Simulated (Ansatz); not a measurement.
# ZrC+ (sextet): from Hartree-Fock to the top rungs, def2-TZVPP

One table from this session's results is given with a row withheld; the runs are named, their logs left out.

Program: Ansatz 0.2.0, Gaussian basis. Level of theory: def2-TZVPP, core rule «outside noble gas», up to 5 orbitals frozen. These are calculated values, not measurements.

The runs, in order: UHF; ROHF; CCSD(T) on UHF.

## The geometry

The geometry is a PBE0/def2-TZVP stationary point (not a proven minimum) of the parent state, kept for this charge and spin. No spin-orbit coupling is included. Elements past krypton take def2 core potentials.

2 atoms, charge 1, spin multiplicity 6.

Atoms are counted from 1 here; the program's logs count them from 0.

Bond lengths: Zr1–C2 1.930 Å.

Set-up of the first run:

File in.yaml:

```yaml
crystal:
  periodic: [false, false, false]
  atoms:
    - {symbol: Zr, position_ang: [0.000000, 0.000000, 0.000000]}
    - {symbol: C, position_ang: [0.000000, 0.000000, 1.929800]}
basis:
  gaussian: {orbitals: def2-TZVPP}
total_charge: 1
magnetization: {spin_polarized: true, initial_magnetization: 5}
hamiltonian: {xc: hf}
output: {orbitals: {seedname: orbitals}}
```

Run with:

```sh
> ansatz run in.yaml --threads 1 --pin off --events-out ev --progress --plain --max-ram 4096MiB --backend cpu
```

Among the steps run: UHF; ROHF; CCSD(T) on UHF.

One table of the session follows, with a row left open; its other results are not shown here.

```
  method  from UCCSD(T) (kcal/mol)
    ROHF                    +89.99
     UHF                         ?
    UMP2                    +15.93
   UCCSD                     +3.98
UCCSD(T)                         0
```

Estimate the missing values for UHF.

As computed: from UCCSD(T) (kcal/mol): +87.27. In the column «from UCCSD(T) (kcal/mol)» it lies between UMP2 (+15.93) and ROHF (+89.99).
